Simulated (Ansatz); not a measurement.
Working through vertical spin-state energies of IMg (charge +1)

Computed with Ansatz 0.2.0, Python API.

Notebook, run cell by cell (the value of a cell's last expression is shown):

```python
import ansatz as az
```

```python
geometry_ang = [
    ('Mg', (0.0, 0.0, 0.0)),
    ('I', (0.0, 0.0, 2.765)),
]
geometry = az.Crystal.molecule()
for symbol, xyz in geometry_ang:
    geometry = geometry.atom(symbol, xyz)
```

```python
calculation = (
    geometry.calculation()
    .basis(gaussian='x2c-TZVPPall')
    .functional('pbe')
    .charge(1)
)
found = {}
for unpaired in [0, 2]:
    rep = calculation.spin('collinear', total=unpaired).run(threads=1, pin='off').report
    s = unpaired / 2
    found[unpaired] = rep['free_energy_ev']
    print(f'2S+1 = {unpaired + 1}: E = {found[unpaired]:.5f} eV, <S^2> = {abs(rep["mean_field"]["state"]["spin_squared"]):.3f} (pure state {s * (s + 1):.2f})')
lowest = min(found, key=found.get)
for unpaired, e in found.items():
    print(f'multiplicity {unpaired + 1}: {96.485332 * (e - found[lowest]):.1f} kJ/mol above the lowest')
```

    2S+1 = 1: E = -199061.64207 eV, <S^2> = 0.000 (pure state 0.00)
    2S+1 = 3: E = -199060.20317 eV, <S^2> = 2.002 (pure state 2.00)
    multiplicity 1: 0.0 kJ/mol above the lowest
    multiplicity 3: 138.8 kJ/mol above the lowest

In order: multiplicity 1 (+0.00 eV) and multiplicity 3 (+1.44 eV), all at the one geometry.

These settings explore the input space; basis and method may be short of convergence. The geometry is a force-field or estimated start, not a minimum of this method, and the basis set is short of its limit. All parts are taken at fixed geometry, without zero-point energy. Spin-orbit coupling, which mixes and shifts the spin states of heavy atoms, is left out. The spin state was assumed, and another may lie lower. Finished in 24 s on 1 thread of Arm Neoverse V2, on a shared host, peak memory 0.23 GiB.
